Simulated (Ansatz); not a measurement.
Working through a supercell folding check of HfZn, space group Pm-3m

Program: Ansatz 0.2.0 through its Python package.

`hfzn.vasp`
```text
HfZn
1.0
   3.27510484    0.00000000    0.00000000
   0.00000000    3.27510484    0.00000000
   0.00000000    0.00000000    3.27510484
Hf Zn
1 1
Direct
   0.50000000    0.50000000    0.50000000
   0.00000000    0.00000000    0.00000000
```

The cells in order, each with its output:

**Cell 1**
```python
from dataclasses import dataclass

import ansatz
from ase.io import read
import pandas as pd
```

**Cell 2**
```python
@dataclass(frozen=True)
class Options:
    xc: str = "LDA"
    smearing: str = "Fermi-Dirac"
```

**Cell 3**
```python
opts = Options()
```

**Cell 4**
```python
atoms = read("hfzn.vasp", format="vasp")
system = ansatz.Crystal.from_ase(atoms)

# the mesh shrinks as the cell grows, so that all cells sample the same points
mesh = (6, 6, 6)
rows = []
for repeats in [(1, 1, 1), (2, 1, 1)]:
    job = (
        system.supercell(*repeats).calculation()
        .functional(opts.xc)
        .occupations(opts.smearing)
        .kpoints(*(k // n for k, n in zip(mesh, repeats)))
    )
    data = job.run(threads=1, pin="off").report
    n = len(data["lattice"]["sites"])
    rows.append((repeats, n, data["free_energy_ev"] / n, data["fermi_energy_ev"], data["n_kpoints"], data["n_symmetry_ops"]))
print(pd.DataFrame(rows, columns=["repeats", "atoms", "F/atom eV", "Fermi level eV", "k-points", "symmetry operations"]).round(4).to_string(index=False))
```
Output:
```text
DeckWarning: basis.ecutwfc = 420 eV, auto-derived from the records' recommended cutoffs: set by Hf (normal level)
  repeats  atoms  F/atom eV  Fermi level eV  k-points  symmetry operations
(1, 1, 1)      2 -9361.7754         17.0632        20                   48
(2, 1, 1)      4 -9361.7754         17.0632        20                   32
```

What to keep in mind:
- Absolute energies stand on the zero of these potentials, so only differences at equal settings mean something.
- For a metal this k-point mesh is coarse: on a finer one energies can move by several to tens of meV an atom and pressures by half a GPa or more, differences at one mesh by less.
- Spin-orbit coupling, which matters for elements this heavy, is left out.
- The structure comes from a database of computed cells and needn't be a stable or known phase.
- Warnings are shown shortened and without file and line.
- The count of operations in a supercell holds its pure translations too, and an uneven repeat can lower the point group.
- Wall time of the script: 1.7 s on 1 thread of AMD EPYC 9R05 (Zen 5), on a shared host, peak memory 0.52 GiB.

(Lines on the test bed's own set-up are left out of the output.)
